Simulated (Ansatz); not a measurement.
The system is Y3Ge.

```
Y Ge
1.0
    -2.26539    2.26539    5.19702
     2.26539   -2.26539    5.19702
     2.26539    2.26539   -5.19702
Y Ge
3 1
Direct
  0.50000 0.50000 0.00000
  0.25000 0.75000 0.50000
  0.75000 0.25000 0.50000
  0.00000 0.00000 0.00000
```

The cell comes from a database or a generator and needn't be the stable form of this composition.

| Property | Result |
| --- | --- |
| Program | Ansatz 0.2.0 |
| Task | relaxation of cell and atoms |
| Functional | PBEsol |
| Potentials or basis | Ansatz PAW |
| Cutoff | 420 eV (not typed: the program's choice for these potentials) |
| k mesh | 6 × 6 × 6 |
| Occupations | fermi-dirac, width 0.05 eV |
| Spin | no spin polarisation |

At the start: volume 26.67 Å³/atom.

Question: Where does the relaxation end?

Answer: It ends after 6 steps and the volume is 25.18 Å³/atom (-5.6 %); space group I4/mmm (No. 139, to 0.05 Å).

The path:
| step | energy change (eV) | largest force (eV/Å) | volume (Å³) |
| --- | --- | --- | --- |
| 1 | 0.0000 | 0.0000 | 106.68 |
| 2 | -0.0460 | 0.0000 | 99.41 |
| 3 | -0.0523 | 0.0000 | 100.97 |
| 4 | -0.0527 | 0.0000 | 100.85 |
| 5 | -0.0529 | 0.0000 | 100.70 |
| 6 | -0.0525 | 0.0000 | 100.70 |

Final structure:
```
Y Ge
1.0
    -2.23447    2.23447    5.04227
     2.23447   -2.23447    5.04227
     2.23447    2.23447   -5.04227
Y Ge
3 1
Direct
  0.50000 0.50000 0.00000
  0.25000 0.75000 0.50000
  0.75000 0.25000 0.50000
  0.00000 0.00000 0.00000
```

Caveat: the plane-wave basis is chosen anew once the cell has moved, so the energies of steps on either side of that aren't comparable; the PAW data sets come from PBE, with cores solved anew for the run's functional, which leaves a small shift of forces and pressure.
